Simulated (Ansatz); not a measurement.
**Ti3O5: properties at the relaxed cell**

An exercise on one series of results from a longer session: the logs are not shown, and one member is left open.

Method: DFT PBEsol, scalar-relativistic, plane waves, PAW, in Ansatz 0.2.0.

### The structure to begin with

Symmetry: C2/m, No. 12, monoclinic system. The conventional cell has a = 9.624 Å, b = 3.850 Å, c = 9.177 Å, α = 90.00°, β = 91.12°, γ = 90.00°. Ti (site symmetry m) has 6 O at 1.94 to 2.10 Å in its first shell of neighbours. Ti (site symmetry m) is surrounded by 6 O at 1.88 to 2.15 Å. Around Ti (site symmetry m) lie 6 O at 1.96 to 2.11 Å. Around O (site symmetry m) lie 4 Ti at 1.98 to 2.10 Å. O (site symmetry m) is surrounded by 3 Ti at 1.88 to 1.96 Å. O (site symmetry m) has 4 Ti at 1.96 to 2.10 Å in its first shell of neighbours. O (site symmetry m) is surrounded by 3 Ti at 1.95 to 1.99 Å. Around O (site symmetry m) lie 4 Ti at 1.96 to 2.15 Å.

Coordinates:

```cif
data_structure
_symmetry_space_group_name_H-M 'C2/m'
_symmetry_Int_Tables_number 12
_cell_length_a 9.6241
_cell_length_b 3.8500
_cell_length_c 9.1773
_cell_angle_alpha 90.000
_cell_angle_beta 91.120
_cell_angle_gamma 90.000
_cell_volume 339.98
loop_
_atom_site_label
_atom_site_type_symbol
_atom_site_symmetry_multiplicity
_atom_site_Wyckoff_symbol
_atom_site_fract_x
_atom_site_fract_y
_atom_site_fract_z
_atom_site_occupancy
Ti1 Ti 4 i 0.55687 0.50000 0.35887 1
Ti2 Ti 4 i 0.77744 0.00000 0.26149 1
Ti3 Ti 4 i 0.63397 0.50000 0.04462 1
O1 O 4 i 0.95790 0.00000 0.15260 1
O2 O 4 i 0.87095 0.00000 0.44271 1
O3 O 4 i 0.74427 0.50000 0.24440 1
O4 O 4 i 0.58613 0.00000 0.34018 1
O5 O 4 i 0.67003 0.00000 0.05387 1
```

This cell was relaxed beforehand with the same method: volume 10.62 Å³/atom, gap on the mesh none (metal).

The first run:

Contents of input.yaml:

```yaml
crystal:
  lattice:
    - [4.7633110468, -1.9055455508, 0.0342107154]
    - [4.7633110468, 1.9055455508, 0.0342107154]
    - [-0.2427598674, 0.0, 9.0813005164]
  atoms:
    - { symbol: Ti, position: [0.0568657564, 0.0568657564, 0.3588689326] }
    - { symbol: Ti, position: [0.9431342436, 0.9431342436, 0.6411310674] }
    - { symbol: Ti, position: [0.7774389612, 0.7774389612, 0.2614948663] }
    - { symbol: Ti, position: [0.2225610388, 0.2225610388, 0.7385051337] }
    - { symbol: Ti, position: [0.1339655502, 0.1339655502, 0.0446160036] }
    - { symbol: Ti, position: [0.8660344498, 0.8660344498, 0.9553839964] }
    - { symbol: O, position: [0.957896415, 0.957896415, 0.1526019424] }
    - { symbol: O, position: [0.042103585, 0.042103585, 0.8473980576] }
    - { symbol: O, position: [0.8709501901, 0.8709501901, 0.4427078797] }
    - { symbol: O, position: [0.1290498099, 0.1290498099, 0.5572921203] }
    - { symbol: O, position: [0.2442704437, 0.2442704437, 0.2444038344] }
    - { symbol: O, position: [0.7557295563, 0.7557295563, 0.7555961656] }
    - { symbol: O, position: [0.5861296073, 0.5861296073, 0.3401800136] }
    - { symbol: O, position: [0.4138703927, 0.4138703927, 0.6598199864] }
    - { symbol: O, position: [0.6700325382, 0.6700325382, 0.0538666931] }
    - { symbol: O, position: [0.3299674618, 0.3299674618, 0.9461333069] }
basis:
  ecutwfc: 420
kpoints:
  mp_grid: { grid: [10, 10, 4] }
hamiltonian:
  xc: pbesol
scf:
  occupations: { method: gaussian, width: 0.1 }
output:
  forces: true
  stress: true
  eigenvalues: true
relax:
  adjacent_minimum: "off"
  f_tol: 0.01
  max_steps: 30
  cell: { stress_tol: 0.1, fix: [volume] }
```

Run with:

```sh
> ansatz run input.yaml --threads 4 --pin off --max-ram 10240MiB --backend cpu --events-out ev --progress --plain --runs-dir out
```

Among the steps run: The cell scaled to 0.97 of its volume; Volume × 1.03; Point at V/V0 = 0.94; Volume × 1.06; The cell scaled to 0.91 of its volume; The cell scaled to 1.10 of its volume; The cell scaled to 0.88 of its volume.

One table of the session follows, with a row left open; its other results are not shown here.

It belongs to the step «Equation of state». 

| volume (Å³/atom) | energy above the lowest point (meV/atom) | pressure (GPa) |
| --- | --- | --- |
| 9.349 | 100.0 | 27.87 |
| 9.668 | 53.3 | 19.38 |
| 9.987 | 22.4 | 12.00 |
| 10.306 | 5.2 | 5.59 |
| 10.624 | 0.0 | -0.01 |
| 10.943 | ? | ? |
| 11.262 | 19.2 | -8.93 |
| 11.687 | 49.3 | -13.54 |

**Question.** Estimate the row for volume (Å³/atom) = 10.943.

Worked estimate for «energy above the lowest point (meV/atom)». A straight line through the neighbours (10.624, 0.0) and (11.262, 19.2) gives 0.0 + (19.2 − 0.0) × (10.943 − 10.624) / (11.262 − 10.624) = 9.6; a parabola fitted to 4 rows on both sides gives 5.3.

As computed: energy above the lowest point (meV/atom): 5.2; pressure (GPa): -4.81. In «energy above the lowest point (meV/atom)» the line misses by +4.4 and the parabola by +0.1.

Caveats from the session: The final runs have no spin polarisation, so a magnetic state may lie lower.
